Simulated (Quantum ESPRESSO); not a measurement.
# ScB (Pm-3m) in Quantum ESPRESSO: reference runs

Reference runs on ScB: the cell as given.

Everything below comes from runs of Quantum ESPRESSO 7.5. Logs are shortened: lines on timing, memory, paths and dates and some standing lists are left out, and cuts for length are marked.

### 1 The structure

Symmetry: Pm-3m, No. 221, cubic system. Conventional cell: a = 2.767 Å, b = 2.767 Å, c = 2.767 Å, α = 90.00°, β = 90.00°, γ = 90.00°. Sc (site symmetry m-3m) has 8 B at 2.40 Å as nearest neighbours. B (site symmetry m-3m) has 8 Sc at 2.40 Å as nearest neighbours.

The cell was built by a generator and needn't be a form met in nature.

### 2 Single point, PBE

pw.in

```
&CONTROL
  calculation = 'scf'
  prefix = 'pwscf'
  outdir = './tmp'
  pseudo_dir = './pseudo'
  tprnfor = .true.
  tstress = .true.
  disk_io = 'nowf'
/
&SYSTEM
  ibrav = 0
  nat = 2
  ntyp = 2
  ecutwfc = 60
  ecutrho = 440
  nbnd = 13
  occupations = 'smearing'
  smearing = 'fd'
  degauss = 0.00367493
/
&ELECTRONS
  conv_thr = 4d-10
  electron_maxstep = 120
  mixing_beta = 0.5
/
ATOMIC_SPECIES
Sc    44.9559 Sc_ONCV_PBE-1.0.oncvpsp.upf
B     10.8100 b_pbe_v1.4.uspp.F.UPF
CELL_PARAMETERS angstrom
   2.7671067500    0.0000000000    0.0000000000
   0.0000000000    2.7671067500    0.0000000000
   0.0000000000    0.0000000000    2.7671067500
ATOMIC_POSITIONS crystal
Sc     0.5000000000    0.5000000000    0.5000000000
B      0.0000000000    0.0000000000    0.0000000000
K_POINTS automatic
10 10 10 0 0 0
```

Potentials or basis: SSSP 1.3 efficiency PBE.

Launch:

```sh
> OMP_NUM_THREADS=1 pw.x -in pw.in > pw.out
```

pw.out:

```text
This program is part of the open-source Quantum ESPRESSO suite
     for quantum simulation of materials; please cite
         "P. Giannozzi et al., J. Phys.:Condens. Matter 21 395502 (2009);
         "P. Giannozzi et al., J. Phys.:Condens. Matter 29 465901 (2017);
         "P. Giannozzi et al., J. Chem. Phys. 152 154105 (2020);
     in publications or presentations arising from this work. More details at

     Message from routine setup:
     using ibrav=0 with symmetry is DISCOURAGED, use correct ibrav instead

     G-vector sticks info
     --------------------
     sticks:   dense  smooth     PW     G-vecs:    dense   smooth      PW
     Sum         949     517    177                22143     9045    1647

     Using Slab Decomposition

     bravais-lattice index     =            0
     lattice parameter (alat)  =       5.2291  a.u.
     unit-cell volume          =     142.9797 (a.u.)^3
     number of atoms/cell      =            2
     number of atomic types    =            2
     number of electrons       =        14.00
     number of Kohn-Sham states=           13
     kinetic-energy cutoff     =      60.0000  Ry
     charge density cutoff     =     440.0000  Ry
     scf convergence threshold =      4.0E-10
     mixing beta               =       0.5000
     number of iterations used =            8  plain     mixing
     Exchange-correlation=  SLA  PW   PBX  PBC
                           (   1   4   3   4   0   0   0)

     celldm(1)=   5.229074  celldm(2)=   0.000000  celldm(3)=   0.000000
     celldm(4)=   0.000000  celldm(5)=   0.000000  celldm(6)=   0.000000

     crystal axes: (cart. coord. in units of alat)
               a(1) = (   1.000000   0.000000   0.000000 )
               a(2) = (   0.000000   1.000000   0.000000 )
               a(3) = (   0.000000   0.000000   1.000000 )

     reciprocal axes: (cart. coord. in units 2 pi/alat)
               b(1) = (  1.000000  0.000000  0.000000 )
               b(2) = (  0.000000  1.000000  0.000000 )
               b(3) = (  0.000000  0.000000  1.000000 )

     PseudoPot. # 1 for Sc read from file:
     Sc_ONCV_PBE-1.0.oncvpsp.upf
     Pseudo is Norm-conserving, Zval = 11.0
     Generated using ONCVPSP code by D. R. Hamann
     Using radial grid of 1662 points,  6 beta functions with:
                l(1) =   0
                l(2) =   0
                l(3) =   1
                l(4) =   1
                l(5) =   2
                l(6) =   2

     PseudoPot. # 2 for B  read from file:
     b_pbe_v1.4.uspp.F.UPF
     Pseudo is Ultrasoft + core correction, Zval =  3.0
     Generated by new atomic code, or converted to UPF format
     Using radial grid of  781 points,  4 beta functions with:
                l(1) =   0
                l(2) =   0
                l(3) =   1
                l(4) =   1
     Q(r) pseudized with  8 coefficients,  rinner =    1.100   1.100   1.100

     atomic species   valence    mass     pseudopotential
     Sc               11.00    44.95590     Sc( 1.00)
     B                 3.00    10.81000     B ( 1.00)

     48 Sym. Ops., with inversion, found

   Cartesian axes

     site n.     atom                  positions (alat units)
         1        Sc     tau(   1) = (   0.5000000   0.5000000   0.5000000  )
         2        B      tau(   2) = (   0.0000000   0.0000000   0.0000000  )

     number of k points=    56  Fermi-Dirac smearing, width (Ry)=  0.0037
                       cart. coord. in units 2pi/alat
        k(    1) = (   0.0000000   0.0000000   0.0000000), wk =   0.0020000
        k(    2) = (   0.0000000   0.0000000   0.1000000), wk =   0.0120000
        k(    3) = (   0.0000000   0.0000000   0.2000000), wk =   0.0120000
        k(    4) = (   0.0000000   0.0000000   0.3000000), wk =   0.0120000
        k(    5) = (   0.0000000   0.0000000   0.4000000), wk =   0.0120000
        k(    6) = (   0.0000000   0.0000000  -0.5000000), wk =   0.0060000
[... 48 lines left out ...]
        k(   55) = (   0.4000000  -0.5000000  -0.5000000), wk =   0.0120000
        k(   56) = (  -0.5000000  -0.5000000  -0.5000000), wk =   0.0020000

     Dense  grid:    22143 G-vectors     FFT dimensions: (  36,  36,  36)

     Smooth grid:     9045 G-vectors     FFT dimensions: (  25,  25,  25)

     Initial potential from superposition of free atoms

     starting charge      13.9971, renormalised to      14.0000
     Starting wfcs are   14 randomized atomic wfcs

     Self-consistent Calculation

     iteration #  1     ecut=    60.00 Ry     beta= 0.50
     Davidson diagonalization with overlap
     ethr =  1.00E-02,  avg # of iterations =  2.1

     Threshold (ethr) on eigenvalues was too large:
     Diagonalizing with lowered threshold

     Davidson diagonalization with overlap
     ethr =  6.33E-04,  avg # of iterations =  1.0

     total energy              =     -98.19081029 Ry
     estimated scf accuracy    <       0.08884864 Ry

     iteration #  2     ecut=    60.00 Ry     beta= 0.50
     Davidson diagonalization with overlap
     ethr =  6.35E-04,  avg # of iterations =  2.0

     total energy              =     -98.21647853 Ry
     estimated scf accuracy    <       0.01402120 Ry

     iteration #  3     ecut=    60.00 Ry     beta= 0.50
     Davidson diagonalization with overlap
     ethr =  1.00E-04,  avg # of iterations =  1.4

     total energy              =     -98.21923689 Ry
     estimated scf accuracy    <       0.00033925 Ry
[... 26 lines left out ...]
     total energy              =     -98.21926724 Ry
     estimated scf accuracy    <       0.00000004 Ry

     iteration #  8     ecut=    60.00 Ry     beta= 0.50
     Davidson diagonalization with overlap
     ethr =  3.15E-10,  avg # of iterations =  2.0

     total energy              =     -98.21926725 Ry
     estimated scf accuracy    <          4.8E-10 Ry

     iteration #  9     ecut=    60.00 Ry     beta= 0.50
     Davidson diagonalization with overlap
     ethr =  3.42E-12,  avg # of iterations =  2.1

     End of self-consistent calculation

          k = 0.0000 0.0000 0.0000 (  1141 PWs)   bands (ev):

   -33.3782 -11.6126 -11.6126 -11.6126   4.7678  14.3513  14.3513  18.5537
    18.5537  18.5537  20.2111  20.2111  20.2111

          k = 0.0000 0.0000 0.1000 (  1129 PWs)   bands (ev):

   -33.3639 -11.7264 -11.6018 -11.6018   4.9860  14.1892  14.4472  17.9525
    17.9525  18.5253  20.2405  20.8646  20.8646

          k = 0.0000 0.0000 0.2000 (  1121 PWs)   bands (ev):

   -33.3262 -12.0158 -11.5734 -11.5734   5.6039  13.4906  14.7126  17.0246
    17.0246  18.8647  20.3186  21.9710  21.9710

          k = 0.0000 0.0000 0.3000 (  1133 PWs)   bands (ev):

   -33.2791 -12.3586 -11.5381 -11.5381   6.5382  12.2319  15.0755  16.2374
    16.2374  19.8533  20.4172  23.0913  23.0913
[... 68 lines left out ...]
   -33.1325 -12.5841 -12.1730 -11.4355   8.3358  11.5851  13.8255  16.2518
    16.8163  18.9213  21.3396  22.1038  22.9835

          k = 0.0000 0.4000 0.4000 (  1117 PWs)   bands (ev):

   -33.1102 -12.4473 -12.4267 -11.4207   8.1760  12.4722  13.3256  16.1538
    17.4669  18.4195  21.3638  21.3805  22.7174

          k = 0.0000 0.4000-0.5000 (  1112 PWs)   bands (ev):

   -33.0962 -12.5291 -12.4166 -11.4113   8.1835  12.6378  13.3806  15.8929
    17.6784  18.4295  20.8728  21.5791  22.6599

          k = 0.0000-0.5000-0.5000 (  1132 PWs)   bands (ev):

   -33.0823 -12.5079 -12.5079 -11.4020   8.1201  13.2320  13.2320  15.4885
    18.2534  18.2534  20.1607  21.7650  22.5460

          k = 0.1000 0.1000 0.1000 (  1108 PWs)   bands (ev):

   -33.3355 -11.7259 -11.6912 -11.6912   5.4008  14.2865  14.2865  16.7632
    18.0847  18.0847  20.8153  20.8153  21.8181

          k = 0.1000 0.1000 0.2000 (  1122 PWs)   bands (ev):

   -33.2982 -11.9891 -11.6809 -11.6608   5.9748  13.6645  14.4741  16.3133
    17.0863  18.6663  20.4494  21.9975  22.3599

          k = 0.1000 0.1000 0.3000 (  1131 PWs)   bands (ev):

   -33.2517 -12.3249 -11.6433 -11.6229   6.8332  12.4098  14.6841  16.1830
    16.3272  19.3815  20.4908  22.8430  23.1082
[... 43 lines left out ...]
   -33.1195 -12.5652 -12.1580 -11.5302   8.4234  11.6241  13.3880  16.4819
    17.1307  18.7904  21.1416  21.5285  23.6750

          k = 0.1000 0.4000 0.4000 (  1121 PWs)   bands (ev):

   -33.0975 -12.4297 -12.4091 -11.5139   8.2892  12.3628  13.0034  16.2925
    17.6138  18.7211  20.5191  21.4864  23.3772

          k = 0.1000 0.4000-0.5000 (  1120 PWs)   bands (ev):

   -33.0835 -12.5107 -12.3992 -11.5035   8.3083  12.4583  12.9882  16.1558
    17.9396  18.7324  20.0367  21.6458  23.3209

          k = 0.1000-0.5000-0.5000 (  1116 PWs)   bands (ev):

   -33.0697 -12.4896 -12.4896 -11.4933   8.2571  12.8585  12.8585  15.8865
    18.7204  18.7204  19.1536  21.7775  23.1805

          k = 0.2000 0.2000 0.2000 (  1123 PWs)   bands (ev):

   -33.2253 -11.9685 -11.8847 -11.8847   6.9170  13.7662  13.7662  15.4729
    17.5281  17.5281  22.0313  22.0313  22.2497

          k = 0.2000 0.2000 0.3000 (  1118 PWs)   bands (ev):

   -33.1801 -12.2388 -11.8896 -11.8404   7.5459  12.8163  13.5466  15.8572
    17.0559  18.2321  21.6555  21.8614  23.1449

          k = 0.2000 0.2000 0.4000 (  1116 PWs)   bands (ev):

   -33.1431 -12.4867 -11.8550 -11.8041   8.2303  11.7177  13.3137  16.6125
    16.8893  18.6178  21.3221  21.6791  23.9683
[... 18 lines left out ...]
   -33.0855 -12.5151 -12.1187 -11.7725   8.6640  11.6394  12.5435  17.2273
    17.3881  18.6163  20.2331  21.8954  24.2321

          k = 0.2000 0.4000 0.4000 (  1120 PWs)   bands (ev):

   -33.0638 -12.3833 -12.3627 -11.7530   8.6140  11.9838  12.2902  16.8230
    17.5876  19.3563  19.8172  21.8900  23.9945

          k = 0.2000 0.4000-0.5000 (  1118 PWs)   bands (ev):

   -33.0501 -12.4620 -12.3533 -11.7402   8.6714  11.9568  12.1710  17.0890
    17.4346  19.4106  19.8764  21.8532  24.0497

          k = 0.2000-0.5000-0.5000 (  1128 PWs)   bands (ev):

   -33.0365 -12.4415 -12.4415 -11.7276   8.6615  12.0648  12.0648  17.0188
    17.3853  19.8257  19.8257  21.8104  23.9489

          k = 0.3000 0.3000 0.3000 (  1124 PWs)   bands (ev):

   -33.0923 -12.1776 -12.1006 -12.1006   8.3867  12.3675  12.3675  16.0102
    18.3369  18.3369  20.1898  23.0715  23.0715

          k = 0.3000 0.3000 0.4000 (  1121 PWs)   bands (ev):

   -33.0567 -12.3654 -12.1058 -12.0579   8.7849  11.8069  11.9504  16.4788
    18.3744  18.8934  19.9625  22.5281  24.0159

          k = 0.3000 0.3000-0.5000 (  1102 PWs)   bands (ev):

   -33.0431 -12.4524 -12.0907 -12.0415   8.9790  11.5233  11.7970  16.7842
    18.4010  18.7039  20.3646  22.1958  24.4555

          k = 0.3000 0.4000 0.4000 (  1108 PWs)   bands (ev):

   -33.0218 -12.3253 -12.3046 -12.0392   9.0952  11.4614  11.5630  16.1300
    18.6309  19.9221  20.1191  22.6484  24.1644

          k = 0.3000 0.4000-0.5000 (  1116 PWs)   bands (ev):

   -33.0084 -12.4010 -12.2960 -12.0238   9.2255  11.3571  11.3816  15.9568
    18.6496  20.1085  20.9327  22.2292  24.4552

          k = 0.3000-0.5000-0.5000 (  1112 PWs)   bands (ev):

   -32.9951 -12.3811 -12.3811 -12.0087   9.3047  11.2823  11.2823  15.6027
    18.7088  21.2190  21.2190  21.8514  24.4033

          k = 0.4000 0.4000 0.4000 (  1112 PWs)   bands (ev):

   -32.9876 -12.2848 -12.2570 -12.2570   9.5906  11.0508  11.0508  15.0984
    20.2518  20.2518  20.8148  23.7289  23.7289

          k = 0.4000 0.4000-0.5000 (  1092 PWs)   bands (ev):

   -32.9744 -12.3509 -12.2570 -12.2387   9.8198  10.8682  10.9054  14.6586
    20.3555  20.7330  22.1163  22.7048  24.6173

          k = 0.4000-0.5000-0.5000 (  1084 PWs)   bands (ev):

   -32.9613 -12.3317 -12.3317 -12.2296  10.0826  10.7405  10.7405  14.0957
    20.6447  21.8848  22.7651  22.7651  24.6191

          k =-0.5000-0.5000-0.5000 (  1088 PWs)   bands (ev):

   -32.9483 -12.3126 -12.3126 -12.3126  10.5488  10.5488  10.5488  13.3801
    21.8976  21.8976  24.2317  24.2317  24.6809

     the Fermi energy is    15.1747 ev

!    total energy              =     -98.21926725 Ry
     estimated scf accuracy    <          7.0E-11 Ry
     smearing contrib. (-TS)   =      -0.00021224 Ry
     internal energy E=F+TS    =     -98.21905501 Ry

     The total energy is F=E-TS. E is the sum of the following terms:
     one-electron contribution =     -18.31413983 Ry
     hartree contribution      =      15.91215399 Ry
     xc contribution           =     -15.15719456 Ry
     ewald contribution        =     -80.65987462 Ry

     convergence has been achieved in   9 iterations

     Forces acting on atoms (cartesian axes, Ry/au):

     atom    1 type  1   force =     0.00000000    0.00000000    0.00000000
     atom    2 type  2   force =     0.00000000    0.00000000    0.00000000

     Total force =     0.000000     Total SCF correction =     0.000000

     Computing stress (Cartesian axis) and pressure

          total   stress  (Ry/bohr**3)                   (kbar)     P=      375.39
   0.00255185   0.00000000   0.00000000          375.39        0.00        0.00
   0.00000000   0.00255185   0.00000000            0.00      375.39        0.00
   0.00000000   0.00000000   0.00255185            0.00        0.00      375.39

=------------------------------------------------------------------------------=
   JOB DONE.
=------------------------------------------------------------------------------=
```

Run time: 6.8 s. Hardware: 1 thread of Intel Xeon Platinum 8488C (Sapphire Rapids), shared host; peak memory 0.07 GiB.

What came out:

```
Free energy            : -1336.3412 eV
Pressure               : 37.5 GPa
Band gap on the k mesh : none (metal or under the smearing width)
```

Caveat: a pressure of tens of GPa on the cell as given is suspect, and the run, the potentials or the cell itself is likely at fault.
